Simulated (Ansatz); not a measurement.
# GeH5 (doublet): the correlation ladder at distance Ge1–H5 along a hydrogen transfer = 1.534 Å, cc-pVTZ

Aim: climb from Hartree-Fock through coupled cluster and multireference methods for GeH5 (doublet) at one geometry and basis, and see what each rung misses.

Program: Ansatz 0.2.0, Gaussian basis. Level of theory: cc-pVTZ, correlated electrons: outside noble gas. These are calculated values, not measurements.

The runs, in order: UHF; CCSD(T) on ROHF; CCSD(T) on UHF; BCCD(T) on ROHF; CISD; CCSDT(Q) on ROHF; CCSDT(Q) on UHF; CASSCF and NEVPT2, 3 electrons in 3 orbitals; CASSCF and NEVPT2, 9 electrons in 9 orbitals.

## Step 1: The system

The geometry derives from fragments relaxed apart (PBE0/def2-TZVP) and kept rigid, so it is no stationary point. A hydrogen atom is moved between rigid fragments. No spin-orbit coupling is included. The filled d shell of Ge counts as core when cores are frozen.

6 atoms, charge 0, spin multiplicity 2.

Atoms are counted from 1 here; the program's logs count them from 0.

Bond lengths: Ge1–H2 1.534 Å, Ge1–H3 1.534 Å, Ge1–H4 1.534 Å, Ge1–H5 1.534 Å. Angles: H2–Ge1–H3 109.5°, H2–Ge1–H4 109.5°, H2–Ge1–H5 109.5°, H3–Ge1–H4 109.5°, H3–Ge1–H5 109.5°, H4–Ge1–H5 109.5°.

Geometry (Å):

```
Ge   -0.03367    0.00000    0.00000
H    -0.54512    1.44660    0.00000
H    -0.54512   -0.72330    1.25279
H    -0.54512   -0.72330   -1.25279
H     1.50068    0.00000    0.00000
H     2.56133    0.00000    0.00000
```

In the tables R marks a restricted open-shell determinant and U an unrestricted one; 'pair' is the active space of 3 electrons in 3 orbitals; 'valence' is the active space of 9 electrons in 9 orbitals; correlation energies count from the lowest restricted Hartree-Fock solution.

## Step 2: UHF

File in.yaml:

```yaml
crystal:
  periodic: [false, false, false]
  atoms:
    - {symbol: Ge, position_ang: [-0.033672, 0.000000, 0.000000]}
    - {symbol: H, position_ang: [-0.545122, 1.446599, 0.000000]}
    - {symbol: H, position_ang: [-0.545121, -0.723300, 1.252791]}
    - {symbol: H, position_ang: [-0.545122, -0.723299, -1.252792]}
    - {symbol: H, position_ang: [1.500678, 0.000000, 0.000000]}
    - {symbol: H, position_ang: [2.561328, 0.000000, 0.000000]}
basis:
  gaussian: {orbitals: cc-pVTZ}
magnetization: {spin_polarized: true, initial_magnetization: 1}
hamiltonian: {xc: hf}
output: {orbitals: {seedname: orbitals}}
```

Command:

```bash
$ ansatz run in.yaml --threads 1 --pin off --events-out ev --progress --plain --max-ram 5632MiB --backend cpu
```

After this run come: CCSD(T) on ROHF; CCSD(T) on UHF; BCCD(T) on ROHF; CISD; CCSDT(Q) on ROHF; CCSDT(Q) on UHF; CASSCF and NEVPT2, 3 electrons in 3 orbitals; CASSCF and NEVPT2, 9 electrons in 9 orbitals.

**Question.** What will the summary of the whole plan be? Wanted: correlation energy, UCCSDT(Q); RMP2 from UCCSDT(Q); UMP2 from UCCSDT(Q); RCCSD from UCCSDT(Q); RCCSD(T) from UCCSDT(Q); UCCSD(T) from UCCSDT(Q); RCCSDT(Q) from UCCSDT(Q); NEVPT2 pair from UCCSDT(Q); NEVPT2 valence from UCCSDT(Q).

The runs gave:

| quantity | value |
| --- | --- |
| correlation energy, UCCSDT(Q) | -5.2118 eV |
| RMP2 from UCCSDT(Q) | +1013.1 meV |
| UMP2 from UCCSDT(Q) | +1009.8 meV |
| RCCSD from UCCSDT(Q) | +147.8 meV |
| RCCSD(T) from UCCSDT(Q) | +26.8 meV |
| UCCSD(T) from UCCSDT(Q) | +25.7 meV |
| RCCSDT(Q) from UCCSDT(Q) | +1.6 meV |
| NEVPT2 pair from UCCSDT(Q) | +1011.4 meV |
| NEVPT2 valence from UCCSDT(Q) | +961.2 meV |
| levels within 1 kcal/mol (43 meV) | RCCSD(T), UCCSD(T), BCCD(T), RCCSDT, UCCSDT, RCCSDT(Q) |
| T1 diagnostic | 0.024 |
| effectively unpaired electrons | 1.02 |

**Reading.** RCCSD(T) lands +26.8 meV from the yardstick (0.5 % of the correlation energy). One determinant dominates. Of the multireference levels listed NEVPT2 valence comes nearest (+961.2 meV). These misses are within one basis and frozen core, not against nature; frozen cores of the runs differ by up to some meV.
